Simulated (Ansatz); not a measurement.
**C₂H₄BrFSi: how energies converge with the basis set**

An exercise on one series of results from a longer session: the logs are not shown, and one member is left open.

The runs use Ansatz 0.2.0, Gaussian basis; one geometry, several basis sets.

The runs, in order: PBE0-D4/def2-SVP; ωB97M-V/def2-SVP; PBE0-D4/def2-QZVPP; ωB97M-V/def2-QZVPP; the functionals' def2-TZVPP values are taken from earlier runs.

### The relaxed structure

All runs share one geometry, relaxed beforehand with PBE0-D4 in a triple-zeta def2 set.

SMILES `C=C[SiH](F)Br`, 9 atoms, charge 0, spin multiplicity 1.

Atoms are counted from 1 here; the program's logs count them from 0.

Bond lengths: C1–C2 1.331 Å, C1–H6 1.086 Å, C1–H7 1.087 Å, C2–Si3 1.837 Å, C2–H8 1.088 Å, Si3–F4 1.593 Å, Si3–Br5 2.210 Å, Si3–H9 1.477 Å. Angles: C2–C1–H6 122.2°, C2–C1–H7 121.8°, H6–C1–H7 116.0°, C1–C2–Si3 120.4°, C1–C2–H8 119.4°, Si3–C2–H8 120.2°, C2–Si3–F4 110.8°, C2–Si3–Br5 110.5°, C2–Si3–H9 111.3°, F4–Si3–Br5 106.7°, F4–Si3–H9 108.5°, Br5–Si3–H9 108.9°.

Set-up of the first run:

The input, in.yaml:

```yaml
crystal:
  periodic: [false, false, false]
  atoms:
    - {symbol: C, position_ang: [-1.215799, 0.966190, -0.183837]}
    - {symbol: C, position_ang: [-0.240835, 0.211056, -0.683926]}
    - {symbol: Si, position_ang: [0.813390, -0.801763, 0.429127]}
    - {symbol: F, position_ang: [0.708676, -2.347076, 0.057245]}
    - {symbol: Br, position_ang: [2.939251, -0.239309, 0.207829]}
    - {symbol: H, position_ang: [-1.848238, 1.586551, -0.812043]}
    - {symbol: H, position_ang: [-1.424369, 0.999123, 0.882369]}
    - {symbol: H, position_ang: [-0.061572, 0.212194, -1.756579]}
    - {symbol: H, position_ang: [0.418095, -0.633165, 1.842617]}
basis:
  gaussian: {orbitals: def2-SVP}
hamiltonian: {xc: pbe0, dispersion: d4}
output: {orbitals: {seedname: orbitals}}
```

Run with:

```bash
$ ansatz run in.yaml --threads 2 --pin off --events-out ev --progress --plain --max-ram 32768MiB --backend cpu
```

Steps of the session up to this table: PBE0-D4 in def2-SVP; ωB97M-V in def2-SVP; PBE0-D4 in def2-QZVPP; ωB97M-V in def2-QZVPP.

One of the session's tables, all rows but one given; the rest of the session is left out.

It belongs to the step «Density functionals: the series». 

| functional | basis | HOMO (eV) |
| --- | --- | --- |
| PBE0-D4 | def2-SVP | -8.32 |
| PBE0-D4 | def2-TZVPP | -8.41 |
| PBE0-D4 | def2-QZVPP | -8.42 |
| ωB97M-V | def2-SVP | ? |
| ωB97M-V | def2-TZVPP | -10.61 |
| ωB97M-V | def2-QZVPP | -10.62 |

Estimate the missing values for ωB97M-V, def2-SVP.

**Answer.** HOMO (eV): -10.50. In the column «HOMO (eV)» it lies between ωB97M-V, def2-TZVPP (-10.61) and PBE0-D4, def2-QZVPP (-8.42).
